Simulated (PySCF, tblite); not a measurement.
# C7H10BCl: geometry, infrared bands and NMR shifts

Aim: predict the infrared bands and NMR shifts of C7H10BCl (`C=CCB[C@H]1C/C1=C/Cl`).

Computed with tblite 0.8.0 and PySCF 2.14.0, with density-fitted response routines of our own, on a single molecule in the gas phase. Atoms are numbered from 0 throughout.

### 1 The starting structure

19 atoms, charge 0, multiplicity 1; geometry from: force field or distance geometry start.

Bonds of the start (Å): C0–C1 1.33, C1–C2 1.51, C2–B3 1.58, B3–C4 1.60, C4–C5 1.50, C5–C6 1.49, C6–C7 1.34, C7–Cl8 1.75, C6–C4 1.49, C0–H9 1.09, C0–H10 1.11, C1–H11 1.09, C2–H12 1.12, C2–H13 1.10, B3–H14 1.19, C4–H15 1.11, C5–H16 1.13, C5–H17 1.11, C7–H18 1.07.

### 2 Geometry optimisation with GFN2-xTB

The job: settings as JSON, then the geometry in Å.

```
{"job": {"kind": "relax", "xc": "GFN2-xTB", "basis": "xTB"}, "charge": 0, "multiplicity": 1}
C     -3.583900     0.006400    -0.529300
C     -2.544100     0.708800    -0.964000
C     -1.375300     0.793000    -0.010600
B     -0.047900     0.189100    -0.629000
C      1.132500     0.011600     0.437600
C      1.660200    -1.379300     0.655900
C      2.478700    -0.378500    -0.074700
C      3.567500     0.051800    -0.728300
Cl     3.554900     1.702800    -1.298500
H     -3.634500    -0.472700     0.449400
H     -4.489400    -0.114600    -1.151800
H     -2.526800     1.181000    -1.945000
H     -1.175100     1.872400     0.218400
H     -1.575600     0.203500     0.901000
H     -0.066300    -0.592600    -1.526700
H      1.048000     0.644700     1.346900
H      1.914700    -1.575600     1.737600
H      1.273900    -2.208800     0.027800
H      4.378700    -0.633700    -0.878500
```

On the command line:

```
$ OMP_NUM_THREADS=1 python probes_run.py task.json out
```

This one command runs all jobs of the session in turn.

**Question.** This job is followed by: GFN2-xTB harmonic vibrations, gas phase; GIAO PBE0/pcSseg-1 NMR shielding, non-relativistic, gas phase. What will the session give for the following? strongest single infrared mode (GFN2-xTB); zero-point energy (GFN2-xTB); ¹³C shifts against TMS (PBE0/pcSseg-1); ¹H shifts against TMS (PBE0/pcSseg-1); ¹¹B shifts against BF3·OEt2 (PBE0/pcSseg-1); ³⁵Cl shifts against HCl (PBE0/pcSseg-1); surface potential, 1st and 99th percentile.

**Answer**, as computed:

```
                                   quantity                                                           value
  strongest single infrared mode (GFN2-xTB)                                           1303 cm⁻¹, 102 km/mol
               zero-point energy (GFN2-xTB)                                                   91.7 kcal/mol
     ¹³C shifts against TMS (PBE0/pcSseg-1)                147.5, 136.6, 121.0, 118.1, 43.2, 25.4, 19.6 ppm
      ¹H shifts against TMS (PBE0/pcSseg-1)  6.68, 6.59, 6.57, 5.19, 5.13, 2.75, 2.50, 2.03, 1.92, 1.89 ppm
¹¹B shifts against BF3·OEt2 (PBE0/pcSseg-1)                                                        82.9 ppm
    ³⁵Cl shifts against HCl (PBE0/pcSseg-1)                                                         210 ppm
      surface potential, 1st and 99th percentile                                              -0.75 V and 1.09 V
```

In words: Over 129 steps the energy fell by 0.674 eV; of the close pairs, B3–C4 changed most, 1.601 to 1.550 Å. No mode is imaginary among the 51: a minimum at this level. The strongest single mode, at 1303 cm⁻¹, is spread over many atoms; the largest shares are those of H11, H13. Unscaled tight-binding wavenumbers are off by several per cent, some by more. Its intensities can rank the bands wrongly. At PBE0/pcSseg-1: Shielding is most anisotropic at Cl8 (span 468 ppm, paramagnetic term -409 ppm). By nearest atom (PBE0/pcSseg-1), the HOMO sits on C0 31 %; C1 23 % and the LUMO on B3 47 %; H14 13 %.
